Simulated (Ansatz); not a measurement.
# GaSb4: the cost of one run

Method: DFT PBE, scalar-relativistic, plane waves, PAW, in Ansatz 0.2.0.

1 further run of the same task is left out (it didn't finish).

### 1 The system as given

Symmetry: I4/mmm, No. 139, tetragonal system. The conventional cell has a = 4.987 Å, b = 4.987 Å, c = 9.765 Å, α = 90.00°, β = 90.00°, γ = 90.00°. Ga (site symmetry 4/mmm) is surrounded by 6 Sb at 2.31 to 2.49 Å. Sb (site symmetry 4mm) has 1 Ga at 2.31 Å as nearest neighbours. Around Sb (site symmetry mmm) lie 2 Ga at 2.49 Å.

Coordinates:

```cif
data_structure
_symmetry_space_group_name_H-M 'P 1'
_symmetry_Int_Tables_number 1
_cell_length_a 6.0229
_cell_length_b 6.0229
_cell_length_c 6.0229
_cell_angle_alpha 131.085
_cell_angle_beta 131.085
_cell_angle_gamma 71.679
_cell_volume 121.44
loop_
_atom_site_label
_atom_site_type_symbol
_atom_site_fract_x
_atom_site_fract_y
_atom_site_fract_z
_atom_site_occupancy
Ga1 Ga 0.00000 0.00000 0.00000 1
Sb1 Sb 0.23700 0.23700 0.00000 1
Sb2 Sb 0.76300 0.76300 0.00000 1
Sb3 Sb 0.50000 0.00000 0.50000 1
Sb4 Sb 0.00000 0.50000 0.50000 1
```

A structure generator made this guess: species swapped into a database cell of SnF4 (I4/mmm, No. 139), with Ga on the Sn sites and Sb on the F sites. Lengths come from tabulated atomic sizes and are only a guess.

### 2 Probe: one point on a coarse mesh

The input, input.yaml:

```yaml
crystal:
  lattice:
    - [-2.49359959, 2.49359959, 4.88252923]
    - [2.49359959, -2.49359959, 4.88252923]
    - [2.49359959, 2.49359959, -4.88252923]
  atoms:
    - { symbol: Ga, position: [0.0, 0.0, 0.0] }
    - { symbol: Sb, position: [0.237, 0.237, 0.0] }
    - { symbol: Sb, position: [0.763, 0.763, 0.0] }
    - { symbol: Sb, position: [0.5, 0.0, 0.5] }
    - { symbol: Sb, position: [0.0, 0.5, 0.5] }
basis:
  ecutwfc: 420
kpoints:
  mp_grid: { grid: [6, 6, 6] }
hamiltonian:
  xc: pbe
scf:
  occupations: { method: gaussian, width: 0.1 }
  lower_state_search: "off"
output:
  forces: true
  stress: true
  eigenvalues: true
```

Started as:

```bash
> ansatz run input.yaml --threads 1 --pin off --max-ram 2560MiB --backend cpu --events-out ev --progress --plain --runs-dir out
```

**Question.** How long does this run take on 1 thread of Intel Xeon at 2.50GHz (Skylake/Cascade Lake), shared host, and how much memory does it need?

About 19 s, with a peak of 0.48 GiB.
